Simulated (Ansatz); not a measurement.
# Be: response to strain

Aim: deform Be (equal xy, yz and zx engineering shear strains of +1 %) and compute stress, forces and field gradients with LAPW, PAW and all-electron datasets made for the crystal.

Method: DFT PBEsol, scalar-relativistic, in Ansatz 0.2.0.

## 1. The system as given

It takes space group Im-3m (No. 229, cubic). The conventional cell has a = 2.506 Å, b = 2.506 Å, c = 2.506 Å, α = 90.00°, β = 90.00°, γ = 90.00°. Around Be (site symmetry m-3m) lie 8 Be at 2.17 Å.

Coordinates:

```
CELL_PARAMETERS angstrom
-1.25312 1.25312 1.25312
1.25312 -1.25312 1.25312
1.25312 1.25312 -1.25312
ATOMIC_POSITIONS crystal
Be 0.00000 0.00000 0.00000
```

## 2. The deformed structure

Space group Im-3m before, R-3m after.

## 3. Full-potential LAPW

Contents of input.yaml:

```yaml
crystal:
  lattice:
    - [-1.2405897418, 1.2531209513, 1.2531209513]
    - [1.2531209513, -1.2405897418, 1.2531209513]
    - [1.2531209513, 1.2531209513, -1.2405897418]
  atoms:
    - { symbol: Be, position: [0.0, 0.0, 0.0] }
kpoints:
  mp_grid: { grid: [23, 23, 23] }
  band_path:
    path:
      - [0.0, 0.0, 0.0]
      - [0.0, 0.0, 0.5]
      - [-0.5, 0.5, 0.5]
      - [-0.7474684983, 0.2525315017, 0.2525315017]
      - [0.2525315017, 0.2525315017, 0.2525315017]
      - [0.0, 0.0, 0.0]
      - [-0.5, 0.0, 0.5]
    npoints: 5
scf:
  occupations: { method: fermi_dirac, width: 0.03 }
hamiltonian:
  xc: pbesol
  pseudopotentials: { kind: all_electron, lapw: { basis_error: 0.00025 } }
output:
  forces: true
  stress: true
  eigenvalues: true
```

Started as:

```console
$ ansatz run input.yaml --threads 1 --pin off --max-ram 3072MiB --backend cpu --events-out ev --progress --plain --runs-dir out
```

## 4. PAW with frozen cores

Contents of input.yaml:

```yaml
crystal:
  lattice:
    - [-1.2405897418, 1.2531209513, 1.2531209513]
    - [1.2531209513, -1.2405897418, 1.2531209513]
    - [1.2531209513, 1.2531209513, -1.2405897418]
  atoms:
    - { symbol: Be, position: [0.0, 0.0, 0.0] }
kpoints:
  mp_grid: { grid: [23, 23, 23] }
scf:
  occupations: { method: fermi_dirac, width: 0.03 }
hamiltonian:
  xc: pbesol
  pseudopotentials: { kind: paw }
output:
  forces: true
  stress: true
  eigenvalues: true
  efg: { contact_densities: true }
```

## 5. All-electron PAW on datasets made for the crystal

Edit input.yaml of step 4 so:

```diff
@@ -13,3 +13,3 @@
   xc: pbesol
-  pseudopotentials: { kind: paw }
+  pseudopotentials: { kind: all_electron, datasets: crystal }
 output:
```

(Steps that only read results are left out.)

**Question.** What will these runs give? Wanted: pressure; largest shear or deviatoric stress.

The runs gave:

| quantity | value |
| --- | --- |
| pressure | LAPW -2.02, PAW -1.93, crystal datasets -2.02 GPa |
| largest shear or deviatoric stress (LAPW) | 1.97 GPa |

In words: The largest part of the stress beyond the pressure is 1.97 GPa in size. No run of the undeformed cell stands beside it, so the pressure holds what the given cell had before the change. PAW: stress within 0.09 GPa of LAPW. Crystal datasets: stress within 0.01 GPa of LAPW.
